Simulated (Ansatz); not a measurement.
The same path of a periodic cell of 47 atoms, Si$_{22}$GeC$_{24}$ (host SiC, host structure P6_3mc, dopant Ge, one Si atom removed), cell charge +2 was run twice with different band settings. Lost on the way: C23–Ge40, Ge40–C44. Made: C32–Ge40, C34–Ge40.

The calculation used Ansatz, DFT PBE, scalar-relativistic, plane waves, PAW. Settings: PAW set soft_1, cutoff 420 eV, k mesh 2x2x1, gaussian smearing 0.02 eV, no spin polarisation.

Relaxed end points:

```xyz
47
Lattice="-3.0810 -5.3364 0.0000 4.6215 -2.6682 0.0000 0.0000 0.0000 15.1248" Properties=species:S:1:pos:R:3
Si 0.019 -5.345 -0.021
Si 0.005 -5.288 7.628
Si 0.035 -3.572 2.470
Si 1.531 -4.438 10.130
Si 1.628 -4.463 4.901
Si -0.013 -3.549 12.601
C 0.025 -3.565 0.603
C 1.540 -4.441 8.271
C 1.578 -4.465 3.076
C -0.014 -3.549 10.724
C 0.120 -4.930 5.800
C -0.005 -5.334 13.219
Si -1.510 -2.681 -0.026
Si -1.560 -2.649 7.618
Si 3.124 -3.591 2.485
Si -0.018 -1.765 10.107
Si -0.042 -1.784 4.999
Si 3.073 -3.545 12.598
C 3.108 -3.567 0.593
C -0.022 -1.767 8.230
C 0.023 -1.807 3.132
C 3.074 -3.542 10.722
C -1.559 -2.618 5.719
C -1.547 -2.662 13.217
Si 1.565 -2.681 -0.023
Si 1.490 -2.689 7.616
Si 1.550 -0.906 2.509
Si 3.059 -1.768 10.077
Si 1.533 -0.884 12.591
C 1.564 -0.905 0.604
C 3.048 -1.763 8.143
C 3.121 -1.799 2.917
C 1.532 -0.882 10.711
C 1.200 -2.937 5.782
C 1.539 -2.663 13.219
Si 0.021 -0.010 -0.024
Si -0.021 0.005 7.586
Si 1.585 -6.236 2.469
Si -1.561 -4.437 10.100
Ge -1.574 -4.443 4.988
Si 1.527 -6.223 12.598
C 1.560 -6.236 0.581
C -1.562 -4.432 8.213
C -1.507 -4.457 3.055
C 1.524 -6.226 10.718
C 0.122 -0.134 5.741
C 0.002 0.001 13.220
```

```xyz
47
Lattice="-3.0810 -5.3364 0.0000 4.6215 -2.6682 0.0000 0.0000 0.0000 15.1248" Properties=species:S:1:pos:R:3
Si 0.019 -5.349 -0.020
Si -0.014 -5.320 7.590
Si 0.050 -3.577 2.489
Si 1.520 -4.439 10.110
Si 1.524 -4.407 5.003
Si -0.015 -3.556 12.602
C 0.021 -3.575 0.597
C 1.520 -4.434 8.232
C 1.576 -4.451 3.136
C -0.016 -3.560 10.725
C 0.176 -5.375 5.744
C 0.000 -5.338 13.223
Si -1.518 -2.682 -0.018
Si -1.546 -2.615 7.620
Si 3.110 -3.580 2.475
Si -0.012 -1.775 10.133
Si 0.058 -1.846 4.905
Si 3.066 -3.550 12.605
C 3.100 -3.575 0.607
C -0.004 -1.782 8.274
C 0.034 -1.801 3.080
C 3.068 -3.550 10.726
C -1.479 -2.242 5.785
C -1.546 -2.668 13.223
Si 1.567 -2.687 -0.022
Si 1.516 -2.661 7.621
Si 1.571 -0.922 2.473
Si 3.064 -1.766 10.103
Si 1.531 -0.878 12.601
C 1.558 -0.900 0.586
C 3.059 -1.767 8.216
C 3.106 -1.802 3.059
C 1.533 -0.875 10.720
C 1.490 -2.677 5.722
C 1.532 -2.664 13.221
Si 0.016 -0.011 -0.017
Si -0.038 -0.029 7.631
Si 1.559 -6.225 2.513
Si -1.561 -4.434 10.081
Ge -4.641 -4.419 4.991
Si 1.531 -6.221 12.594
C 1.565 -6.237 0.609
C -1.571 -4.427 8.147
C -1.503 -4.470 2.922
C 1.531 -6.222 10.715
C -0.289 -0.305 5.802
C -0.005 0.004 13.223
```

Common settings: spring 5.0 eV/Å²; optimiser quadratic models (default); end points relaxed.

| run | movable images | climbing image | start path | force threshold | iteration limit |
| --- | --- | --- | --- | --- | --- |
| 1 | 5 | yes | IDPP | 0.03 eV/Å | 74 |
| 2 | 4 | no | default | 0.05 eV/Å | 50 |

Q: What does each run give, and how far can it be trusted?

A: Run 1: converged after 47 iterations, highest image 2.348 eV above the first end. Neighbouring images differ by up to 2.0 eV, so the band resolves the path poorly. By the program's own check the climbing image is a first-order saddle point (lowest curvatures found: -2.12 and 2.55 eV/Å²).
Run 2: not converged after 50 iterations, highest image 2.416 eV above the first end. The band didn't meet its force threshold, so its energies are provisional: the largest band force was still 1.27 eV/Å, and over the last iterations the top moved between 2.35 and 2.82 eV. Neighbouring images lie up to 1.7 Å apart, so the band is torn or far too coarse.
Limits of this set-up: coarse k mesh, charged cell in a uniform background, uncorrected.
